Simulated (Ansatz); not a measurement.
**C3H5BSi: how energies converge with the basis set**

One table from this session's results is given with a row withheld; the runs are named, their logs left out.

The runs use Ansatz 0.2.0, Gaussian basis; one geometry, several basis sets.

The runs, in order: PBE0-D4/def2-SVP; ωB97M-V/def2-SVP; PBE0-D4/def2-QZVPP; ωB97M-V/def2-QZVPP; the functionals' def2-TZVPP values are taken from earlier runs.

**Structure used throughout**

The geometry comes from an earlier relaxation with PBE0-D4 in a triple-zeta def2 set; it is a stationary point, not always the lowest conformer.

10 atoms, charge 0, spin multiplicity 1.

Atoms are counted from 1 here; the program's logs count them from 0.

Bond lengths: B1–C2 1.419 Å, B1–C3 1.661 Å, B1–H6 1.186 Å, C2–C3 1.383 Å, C2–H7 1.075 Å, C3–C4 1.355 Å, C3–Si5 1.957 Å, C4–Si5 1.760 Å, C4–H8 1.075 Å, Si5–H9 1.483 Å, Si5–H10 1.483 Å. Angles: C2–B1–C3 52.6°, C2–B1–H6 150.9°, C3–B1–H6 156.5°, B1–C2–C3 72.7°, B1–C2–H7 152.7°, C3–C2–H7 134.6°, B1–C3–C2 54.6°, B1–C3–C4 138.9°, B1–C3–Si5 77.9°, C2–C3–C4 166.5°, C2–C3–Si5 132.5°, C4–C3–Si5 61.1°, C3–C4–Si5 76.6°, C3–C4–H8 131.2°, Si5–C4–H8 152.2°, C3–Si5–C4 42.3°, C3–Si5–H9 120.0°, C3–Si5–H10 120.0° and more.

Set-up of the first run:

Contents of in.yaml:

```yaml
crystal:
  periodic: [false, false, false]
  atoms:
    - {symbol: B, position_ang: [-0.864940, 0.396558, -0.872079]}
    - {symbol: C, position_ang: [-0.590679, -0.908866, -1.354941]}
    - {symbol: C, position_ang: [0.185470, -0.717274, -0.226836]}
    - {symbol: C, position_ang: [1.044532, -0.827003, 0.815327]}
    - {symbol: Si, position_ang: [0.384708, 0.794425, 0.999391]}
    - {symbol: H, position_ang: [-1.439203, 1.431236, -0.951419]}
    - {symbol: H, position_ang: [-0.725481, -1.718648, -2.049430]}
    - {symbol: H, position_ang: [1.683130, -1.635039, 1.125012]}
    - {symbol: H, position_ang: [-0.700209, 1.119495, 1.956395]}
    - {symbol: H, position_ang: [1.105771, 2.013815, 0.561483]}
basis:
  gaussian: {orbitals: def2-SVP}
hamiltonian: {xc: pbe0, dispersion: d4}
output: {orbitals: {seedname: orbitals}}
```

Run with:

```console
$ ansatz run in.yaml --threads 2 --pin off --events-out ev --progress --plain --max-ram 4352MiB
```

Steps of the session up to this table: PBE0-D4 in def2-SVP; ωB97M-V in def2-SVP; PBE0-D4 in def2-QZVPP; ωB97M-V in def2-QZVPP.

One table of the session follows, with a row left open; its other results are not shown here.

It belongs to the step «Density functionals: the series». 

```
functional       basis  HOMO (eV)  LUMO (eV)
   PBE0-D4    def2-SVP      -6.18      -0.05
   PBE0-D4  def2-TZVPP      -6.19      -0.32
   PBE0-D4  def2-QZVPP          ?          ?
   ωB97M-V    def2-SVP      -8.17       1.90
   ωB97M-V  def2-TZVPP      -8.20       1.41
   ωB97M-V  def2-QZVPP      -8.21       1.07
```

**Question.** Estimate the row for PBE0-D4, def2-QZVPP.

As computed: HOMO (eV): -6.20; LUMO (eV): -0.41. In the column «HOMO (eV)» it lies between ωB97M-V, def2-SVP (-8.17) and PBE0-D4, def2-TZVPP (-6.19).
